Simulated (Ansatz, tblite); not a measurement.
## A script for K₂IF (GFN1-xTB)

These are simulated results from tblite 0.8.0, not measurements. The cell was built from a prototype and was relaxed with r2SCAN in plane waves (Ansatz 0.2.0). It may be hypothetical. All runs are without spin polarisation.

Space group R-3m (No. 166), trigonal; a = 4.337 Å, c = 21.918 Å in the conventional setting, 29.76 Å³ an atom. Around F lie 6 K at 2.84 Å; around I lie 6 K at 3.41 Å; around K lie 3 F at 2.84 Å and 3 I at 3.41 Å.

tblite solves periodic systems at the zone centre alone, so the script builds a cluster of 3×3×1 conventional cells (108 atoms), which folds in a coarse mesh of k points.

The script, run.py:

```python
import json
from ase import Atoms
from ase.build import make_supercell
from ase.units import Bohr, GPa, Hartree
from tblite.interface import Calculator

atoms = Atoms(['F', 'I', 'K', 'K'],
              cell=[[2.168679, 1.252087, 7.3061], [-2.168679, 1.252087, 7.3061], [-0.0, -2.504174, 7.3061]],
              scaled_positions=[[1.0, 0.0, 0.0], [0.5, 0.5, 0.5], [0.2725, 0.2725, 0.2725], [0.7275, 0.7275, 0.7275]],
              pbc=True)
cluster = make_supercell(atoms, [[3, -3, 0], [0, 3, -3], [1, 1, 1]])
calc = Calculator('GFN1-xTB', cluster.numbers, cluster.positions / Bohr, lattice=cluster.cell[:] / Bohr, periodic=cluster.pbc)
calc.set('temperature', 0.02 / Hartree)
calc.set('max-iter', 150)
res = calc.singlepoint()
levels = res.get('orbital-energies') * Hartree
nv = round(res.get('orbital-occupations').sum() / 2)
cells = len(cluster) // len(atoms)
out = {'energy_per_cell': res.get('energy') * Hartree / cells, 'homo': levels[nv - 1], 'lumo': levels[nv],
       'stress': (-res.get('virial') * Hartree / cluster.get_volume() / GPa).tolist(), 'charges': res.get('charges')[:len(atoms)].tolist(), 'electrons': 2 * nv / cells}
json.dump(out, open('results.json', 'w'))
for key, value in out.items():
    print(key, value)
```

Command: `python run.py`. It took 5.2 s on 1 thread of Arm Neoverse V1 (shared host), peak memory 0.14 GiB.

What it printed:

```
------------------------------------------------------------
  cycle        total energy    energy error   density error
------------------------------------------------------------
      1     -270.3142754182  -2.7008624E+02   5.7393873E-01
      2     -262.3488165712   7.9654588E+00   3.8946079E-01
      3      958.6134302933   1.2209622E+03   1.7089483E+00
      4     -248.2450683560  -1.2068585E+03   2.3538498E-01
      5     -266.1472988887  -1.7902231E+01   1.1578618E-01
      6     -267.2299495114  -1.0826506E+00   1.0306945E-01
      7     -269.4404799965  -2.2105305E+00   6.7498694E-02
      8     -271.1590258082  -1.7185458E+00   4.6329311E-03
      9     -271.1378890843   2.1136724E-02   8.0679140E-03
     10     -271.1477893750  -9.9002907E-03   5.9183016E-03
     11     -271.1609451228  -1.3155748E-02   7.3516624E-04
     12     -271.1610873448  -1.4222198E-04   1.6644006E-04
     13     -271.1610938048  -6.4599465E-06   6.0615229E-05
     14     -271.1610946716  -8.6684810E-07   4.9686650E-05
     15     -271.1610954187  -7.4711988E-07   1.8307761E-05
------------------------------------------------------------

 total:                                   4.458 sec
energy_per_cell -273.2840460085135
homo 10.57870194625936
lumo 10.83292157005354
stress [[-0.20107534584735862, -0.007731526890874568, 0.00030620569489894425], [-0.007731526890874605, -0.20999050723006138, 0.0003486501953028388], [0.0003062056948989496, 0.0003486501953028649, -1.4417712644942475]]
charges [-0.7707446727772824, -0.34690934202779183, 0.5574450694104152, 0.5570931832922725]
electrons 16.0
```

The cycle table is in hartree for the whole cluster, and the lines after it are in eV (the energy for one cell). The printed stress is in GPa and positive in compression, and the pressure is its mean diagonal.

GFN1-xTB gives a gap of 0.25 eV. On the same cell, plane-wave PBE (Ansatz, 8×8×8 k points and the special points) gives a gap of 3.10 eV and r2SCAN a gap of 3.63 eV; on shared hosts these took about 15 and 37 core-seconds on the 4-atom cell, against 5.2 for the script. Spin-orbit coupling, left out in all these runs, can cut or reorder the gap by tenths of an eV, up to about 1 eV with Pb or Bi. xTB was fitted to molecules, so gaps, charges and pressures of solids can be far off, and the gap also depends on the size of the cluster.

The same script was run on cells scaled at fixed shape and fractional coordinates:

| volume (Å³/atom) | energy (meV/atom) | pressure (GPa, positive in compression) | gap (eV) |
| --- | --- | --- | --- |
| 26.19 | 18.8 | 2.62 | 0.33 |
| 27.97 | -0.3 | 0.65 | 0.29 |
| 29.76 | 0.0 | -0.62 | 0.25 |
| 31.54 | 11.7 | -1.43 | 0.21 |
| 33.33 | 31.0 | -2.00 | 0.17 |

A Birch-Murnaghan fit puts the minimum at 28.82 Å³/atom, 3.2 % below the given cell, with a bulk modulus of 21.8 GPa at fixed shape.

xTB was fitted mostly to molecules, and a small cluster samples few k points, so gaps, pressures and kinks along a curve can be far from a solid's.

Spin-orbit coupling is left out, which matters wherever the heavy atoms make up the band edges.
